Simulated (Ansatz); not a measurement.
A first try at an all-electron equation of state of Ti, space group Fm-3m, using the Python package of Ansatz (0.2.0).

The cells in order, each with its output:

In [1]:
```python
import ansatz as az
from ase.eos import EquationOfState
from ase.units import GPa
import numpy as np
```

In [2]:
```python
VECTORS = np.array([
    [0.0, 2.03, 2.03],
    [2.03, 0.0, 2.03],
    [2.03, 2.03, 0.0],
])
SITES = [
    ("Ti", (0.0, 0.0, 0.0)),
]
```

In [3]:
```python
def make_crystal(cell):
    crystal = az.Crystal(lattice=az.Lattice.of(cell))
    for symbol, position in SITES:
        crystal = crystal.atom(symbol, position)
    return crystal
```

In [4]:
```python
volumes, energies = [], []
for scale in np.linspace(0.92, 1.08, 5):
    cell = VECTORS * scale ** (1 / 3)
    job = (
        make_crystal(cell).calculation()
        .functional("pbesol")
        .occupations("fermi_dirac", width=0.1)
        .kpoints(12, 12, 12)
        .pseudopotentials("all_electron", lapw=True)
    )
    rep = job.run(threads=1, pin="off").report
    volumes.append(abs(np.linalg.det(cell)) / len(SITES))
    energies.append(rep["energy"] / len(SITES))
    print(f"{scale:.3f} {volumes[-1]:9.4f} A^3/atom {energies[-1]:16.5f} eV/atom  (estimated basis error {1000 * rep['lapw_basis_errors']['total_ev_per_atom']:.2f} meV/atom)")
v0, e0, bulk = EquationOfState(volumes, energies, eos="birchmurnaghan").fit()
print(f"V0 = {v0:.4f} A^3/atom, B0 = {bulk / GPa:.1f} GPa")
```
```text
Traceback (most recent call last):
  File "<cell 4>", line 13, in <module>
    energies.append(rep["energy"] / len(SITES))
                    ~~~^^^^^^^^^^
KeyError: 'energy'
```

Find the fault and give the corrected session.

The fault: the report has no such key (the free energy stands under free_energy_ev). Mended:

```diff
--- before
+++ after
@@
     volumes.append(abs(np.linalg.det(cell)) / len(SITES))
-    energies.append(rep["energy"] / len(SITES))
+    energies.append(rep["free_energy_ev"] / len(SITES))
     print(f"{scale:.3f} {volumes[-1]:9.4f} A^3/atom {energies[-1]:16.5f} eV/atom  (estimated basis error {1000 * rep['lapw_basis_errors']['total_ev_per_atom']:.2f} meV/atom)")
```

Run as a notebook:

(earlier cells as before)

```python
volumes, energies = [], []
for scale in np.linspace(0.92, 1.08, 5):
    cell = VECTORS * scale ** (1 / 3)
    job = (
        make_crystal(cell).calculation()
        .functional("pbesol")
        .occupations("fermi_dirac", width=0.1)
        .kpoints(12, 12, 12)
        .pseudopotentials("all_electron", lapw=True)
    )
    rep = job.run(threads=1, pin="off").report
    volumes.append(abs(np.linalg.det(cell)) / len(SITES))
    energies.append(rep["free_energy_ev"] / len(SITES))
    print(f"{scale:.3f} {volumes[-1]:9.4f} A^3/atom {energies[-1]:16.5f} eV/atom  (estimated basis error {1000 * rep['lapw_basis_errors']['total_ev_per_atom']:.2f} meV/atom)")
v0, e0, bulk = EquationOfState(volumes, energies, eos="birchmurnaghan").fit()
print(f"V0 = {v0:.4f} A^3/atom, B0 = {bulk / GPa:.1f} GPa")
```

    0.920   15.3924 A^3/atom     -23207.50156 eV/atom  (estimated basis error 0.03 meV/atom)
    0.960   16.0616 A^3/atom     -23207.53384 eV/atom  (estimated basis error 0.03 meV/atom)
    1.000   16.7309 A^3/atom     -23207.54352 eV/atom  (estimated basis error 0.03 meV/atom)
    1.040   17.4001 A^3/atom     -23207.53419 eV/atom  (estimated basis error 0.03 meV/atom)
    1.080   18.0693 A^3/atom     -23207.50892 eV/atom  (estimated basis error 0.03 meV/atom)
    V0 = 16.7176 A^3/atom, B0 = 113.6 GPa

Caveats:
- All-electron totals depend on functional, relativistic treatment and basis; only differences at equal settings carry meaning.
- No spin polarisation was allowed.
- The mesh is modest for a metal, so energies can be off by several to tens of meV an atom and pressures by half a GPa or more; differences at equal mesh fare better.
- This isn't the structure that Ti takes at ambient conditions.
- Run time: 17 s on 1 thread of Arm Neoverse V2, on a shared host, peak memory 0.33 GiB.
